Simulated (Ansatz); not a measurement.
Al3Pd:

```
Pd Al
1.0
     3.94691    0.00000    0.00000
     0.00000    3.94691    0.00000
     0.00000    0.00000    3.94691
Pd Al
1 3
Direct
  0.00000 0.00000 0.00000
  0.50000 0.50000 0.00000
  0.50000 0.00000 0.50000
  0.00000 0.50000 0.50000
```

The cell comes from a database or a generator and needn't be the stable form of this composition.

Base run:

```yaml
Program: Ansatz 0.2.0
Functional: PBEsol
Potentials_or_basis: Ansatz PAW
Cutoff: 420 eV
Density_cutoff: 1680 eV
k_mesh: 7 × 7 × 7
Occupations: fermi-dirac, width 0.05 eV
Spin: no spin polarisation
```

Its results: band gap on the k mesh none (metal or under the smearing width); pressure -1.9 GPa.

Q: The run is repeated on the same cell with these changes: functional from PBEsol to PBE. What comes out?

A: Band gap on the k mesh none (metal or under the smearing width); pressure 1.4 GPa.

PBE binds less tightly than PBEsol, so the same cell stands under more pressure.

Caveats: the PAW data sets come from PBE, with cores solved anew for the run's functional, which leaves a small shift of forces and pressure (some runs).

Not every run made on this cell is shown here.
